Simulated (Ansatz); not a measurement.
**GaH3+ (quartet): the correlation ladder, cc-pVTZ**

One table from this session's results is given with a row withheld; the runs are named, their logs left out.

Computed with Ansatz 0.2.0, Gaussian basis. Level: cc-pVTZ, core rule «outside noble gas», up to 14 orbitals frozen.

The runs, in order: UHF; CCSD(T) on ROHF; CCSD(T) on UHF; BCCD(T) on ROHF; CCSDT(Q) on ROHF; CCSDT(Q) on UHF; CASSCF and MRCISD+Q, 5 electrons in 7 orbitals; CASSCF and MRCISD+Q(relaxed), 5 electrons in 7 orbitals; CASSCF and NEVPT2, 5 electrons in 7 orbitals.

16 further runs of the same task are left out: 6 for a known fault of the program, 4 that didn't finish, 6 set aside as unsound or not needed.

### The system

The geometry is a PBE0/def2-TZVP stationary point (not a proven minimum) of the parent state, kept for this charge and spin. No spin-orbit coupling is included. The filled d shell of Ga may be among the frozen orbitals whatever the setting's name suggests; the logs give the count.

4 atoms, charge 1, spin multiplicity 4.

Atoms are counted from 1 here; the program's logs count them from 0.

Bond lengths: Ga1–H3 1.532 Å, Ga1–H4 1.532 Å. Angles: H3–Ga1–H4 170.9°.

The first run:

Contents of in.yaml:

```yaml
crystal:
  periodic: [false, false, false]
  atoms:
    - {symbol: Ga, position_ang: [0.000000, 0.025333, 0.000000]}
    - {symbol: H, position_ang: [0.000000, -2.047258, 0.000000]}
    - {symbol: H, position_ang: [0.000000, 0.147438, -1.527170]}
    - {symbol: H, position_ang: [0.000000, 0.147438, 1.527170]}
basis:
  gaussian: {orbitals: cc-pVTZ}
total_charge: 1
magnetization: {spin_polarized: true, initial_magnetization: 3}
hamiltonian: {xc: hf}
output: {orbitals: {seedname: orbitals}}
```

Launch:

```
$ ansatz run in.yaml --threads 1 --pin off --events-out ev --progress --plain --max-ram 2393MiB
```

Steps of the session up to this table: UHF; CCSD(T) on ROHF; CCSD(T) on UHF; BCCD(T) on ROHF; CCSDT(Q) on ROHF; CCSDT(Q) on UHF; CASSCF and MRCISD+Q, 5 electrons in 7 orbitals; CASSCF and MRCISD+Q(relaxed), 5 electrons in 7 orbitals; CASSCF and NEVPT2, 5 electrons in 7 orbitals.

One table of the session follows, with a row left open; its other results are not shown here.

It belongs to the step «Misses and costs». 

| method | from UCCSDT(Q) (kcal/mol) |
| --- | --- |
| UHF | +47.34 |
| RMP2 | +13.31 |
| UMP2 | +14.27 |
| RCCSD | +2.51 |
| UCCSD | +1.88 |
| RCCSD(T) | +0.90 |
| UCCSD(T) | +0.46 |
| BCCD(T) | +0.90 |
| RCCSDT | +0.46 |
| UCCSDT | +0.04 |
| RCCSDT(Q) | +0.42 |
| UCCSDT(Q) | 0 |
| CASSCF valence | +26.01 |
| NEVPT2 valence | ? |
| MRCISD valence | +1.41 |
| MRCISD+Q valence | +0.55 |
| MRCISD+Q(relaxed) valence | -0.23 |

Q: Estimate the row for NEVPT2 valence from the others.

The run gave: from UCCSDT(Q) (kcal/mol): +7.55. In the column «from UCCSDT(Q) (kcal/mol)» it lies between RCCSD (+2.51) and RMP2 (+13.31).

Left out of the table: ROHF (another determinant or state than the rows shown).

Limits of these values: The report flags that the cluster equations may have other roots. The program flags RCCSD(T), BCCD(T), RCCSDT(Q) as in doubt, so those rows may rest on another solution; read them beside their warnings. Restricted and unrestricted rows rest on different reference determinants; where their highest levels disagree by more than a few hundredths of an eV, they describe different states and don't form one ladder.
